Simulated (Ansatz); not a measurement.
# BrH₄PSi, SMILES P[SiH2]Br: the interaction energy of a dimer with the counterpoise correction

With the Python package of Ansatz (0.2.0).

Typed at the interpreter:
```pycon
>>> from dataclasses import dataclass
>>> import ansatz as az
>>> @dataclass(frozen=True)
... class Options:
...     basis_set: str = "def2-SVPD"
...     functional: str = "r2SCAN"
...     dispersion: str = "d4"
...
>>> settings = Options()
>>> FIRST = [
...     ("P", (1.3036, -0.2754, -0.6335)),
...     ("Si", (-0.7457, 0.2807, -0.0043)),
...     ("Br", (-2.1459, -1.3089, -0.6296)),
...     ("H", (1.4805, -1.3472, 0.2714)),
...     ("H", (1.9949, 0.6723, 0.1553)),
...     ("H", (-1.1235, 1.5701, -0.633)),
...     ("H", (-0.764, 0.4084, 1.4737)),
... ]
>>> SECOND = [
...     ("P", (-0.405, -3.2268, 1.9685)),
...     ("Si", (1.5638, -2.5442, 2.7186)),
...     ("Br", (3.0802, -2.854, 1.1429)),
...     ("H", (-0.5966, -2.1986, 1.0171)),
...     ("H", (-1.1966, -2.6213, 2.971)),
...     ("H", (1.9249, -3.3155, 3.9333)),
...     ("H", (1.4675, -1.0993, 3.041)),
... ]
>>> def energy(atoms, ghosts=()):
...     molecule = az.Crystal.molecule()
...     for symbol, xyz in atoms:
...         molecule = molecule.atom(symbol, xyz)
...     calc = (
...         molecule.calculation()
...         .basis(gaussian=settings.basis_set)
...         .functional(settings.functional, dispersion=settings.dispersion)
...     )
...     deck = calc.input()
...     if ghosts:
...         deck = deck.set(az.key.basis.gaussian.ghost_atoms, [{"symbol": s, "position_ang": list(xyz)} for s, xyz in ghosts])
...     return az.Session.from_dict(deck).plan().execute().report["free_energy_ev"]
...
>>> # monomers in their own basis and in the basis of the dimer
>>> both = energy(FIRST + SECOND)
>>> alone = energy(FIRST) + energy(SECOND)
>>> ghosted = energy(FIRST, SECOND) + energy(SECOND, FIRST)
>>> print(f"dimer {both:.6f} eV")
dimer -174527.340823 eV
>>> print(f"interaction, uncorrected   {96.485332 * (both - alone):8.3f} kJ/mol")
interaction, uncorrected     19.215 kJ/mol
>>> print(f"interaction, counterpoise  {96.485332 * (both - ghosted):8.3f} kJ/mol")
interaction, counterpoise    26.757 kJ/mol
>>> print(f"basis-set superposition    {96.485332 * (alone - ghosted):8.3f} kJ/mol")
basis-set superposition       7.543 kJ/mol
```

Uncorrected it is 19.215 kJ/mol, with the counterpoise correction 26.757 kJ/mol; the difference, 7.54 kJ/mol, is the superposition error. In this basis both values are repulsive.

Notes:
- Total energies depend on the basis set; only differences at equal settings carry meaning.
- The dimer is a generated trial pose of unrelaxed monomers, not a minimum, so the figure is no binding energy, and the basis set is small.
- Hardware and time: 81 s on 1 thread of Arm Neoverse V2, on a shared host, peak memory 0.59 GiB.
